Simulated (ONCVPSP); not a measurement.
# Gd: generating and testing an ONCV potential

Do these settings give a usable potential? It is generated, then checked for transferability, scattering, ghosts and hardness.

The numbers are computed with ONCVPSP 4.0.1.1 (patched build) (PBEsol, scalar-relativistic, spin-unpolarised reference atom).

15 further runs of the same task are left out: 7 that didn't finish, 8 set aside as unsound or not needed.

## 1. Starting point

The settings as typed:

```json
{
  "element": "gadolinium (Gd, Z = 64)",
  "type": "optimised norm-conserving Vanderbilt (ONCV)",
  "frozen core": "[Kr]",
  "valence charge": "28",
  "reference configuration": "4d10 4f7 5s2 5p6 5d1 6s1.5 (charge +0.5)",
  "partial waves": "5s+6s: rc 1.95 bohr, ncon 4, nbas 7, qcut 7 1/bohr, 2 projectors; 5p: rc 1.70 bohr, ncon 4, nbas 7, qcut 4.7 1/bohr, 2 projectors, debl 2 Ha; 4d+5d: rc 1.10 bohr, ncon 4, nbas 9, qcut 11.5 1/bohr, 3 projectors, debl 2.5 Ha; 4f: rc 1.20 bohr, ncon 4, nbas 8, qcut 13.4 1/bohr, 3 projectors, debl 3 Ha",
  "local potential": "polynomial inside 1.05 bohr (lpopt 1, dvloc0 0 Ha)",
  "core correction": "not asked for"
}
```

## 2. Generating the potential

Contents of Gd.dat:

```
# ATOM AND REFERENCE CONFIGURATION
# atsym  z   nc   nv     iexc    psfile
  Gd 64.00    8    6  -116133      upf
#
#   n    l    f
    1    0    2.00
    2    0    2.00
    2    1    6.00
    3    0    2.00
    3    1    6.00
    3    2   10.00
    4    0    2.00
    4    1    6.00
    4    2   10.00
    4    3    7.00
    5    0    2.00
    5    1    6.00
    5    2    1.00
    6    0    1.50
#
# PSEUDOPOTENTIAL AND OPTIMIZATION
# lmax
    3
#
#   l,   rc,      ep,       ncon, nbas, qcut
    0    1.95    0.00    4    7    7.00
    1    1.70    0.00    4    7    4.70
    2    1.10    0.00    4    9   11.50
    3    1.20    0.00    4    8   13.40
#
# LOCAL POTENTIAL
# lloc, lpopt,  rc(5),   dvloc0
    4    1    1.05    0.00
#
# VANDERBILT-KLEINMAN-BYLANDER PROJECTORs
# l, nproj, debl
    0    2    2.10
    1    2    2.00
    2    3    2.50
    3    3    3.00
#
# MODEL CORE CHARGE
# icmod, fcfact, rcfact
    0    0.00    0.00
#
# LOG DERIVATIVE ANALYSIS
# epsh1, epsh2, depsh
   -7.00    5.00    0.04
#
# OUTPUT GRID
# rlmax, drl
    6.00    0.01
#
# TEST CONFIGURATIONS
# ncnf
    4
# nvcnf
#   n    l    f
    6
    4    2   10.00
    4    3    7.00
    5    0    2.00
    5    1    6.00
    5    2    1.00
    6    0    2.00
#
    6
    4    2   10.00
    4    3    7.00
    5    0    2.00
    5    1    6.00
    5    2    1.00
    6    0    1.00
#
    6
    4    2   10.00
    4    3    7.00
    5    0    2.00
    5    1    6.00
    5    2    1.00
    6    0    0.00
#
    6
    4    2   10.00
    4    3    7.00
    5    0    2.00
    5    1    5.00
    5    2    1.00
    6    0    2.00
#
```

The run is started by

```sh
$ oncvpsp.x < Gd.dat > Gd.out
```

What does the calculation give? Wanted: cutoffs for 1 and 0.1 mHa per electron, occupied waves; bound ghosts; GHOST(+) flags; largest test error; largest phase difference near zero energy, channels read.

As calculated:

```
                                                quantity                                  value
  cutoffs for 1 and 0.1 mHa per electron, occupied waves                       81 Ha and 242 Ha
                                            bound ghosts                         s at -23.28 eV
                                          GHOST(+) flags                            p at 174 eV
                            largest test error (AE − PS)  -33 meV, for 4d10 4f7 5s2 5p5 5d1 6s2
largest phase difference near zero energy, channels read                              0.000 rad
```

What this shows: It has a bound ghost (s), a state that the atom doesn't have, and that rules the file out. The worst unpolarised test, 4d10 4f7 5s2 5p5 5d1 6s2, is off by 33 meV on 29.6 eV; by total energies transferability rates as fair. It counts as very hard, with 81 Ha needed at the looser tolerance. The tighter tolerance needs 242 Ha, and converged work needs a cutoff nearer that. At the looser tolerance the 4f wave is the slowest; 4d needs 70 Ha. Near zero energy the phases of the channels with partial waves agree within 0.001 rad. The pseudo curves have a pole with no partner nearby in the atom's: s at -0.84 Ha. The program also flags highly localised states, GHOST(+) (p). These are tests on the free atom; a crystal test is still owed.
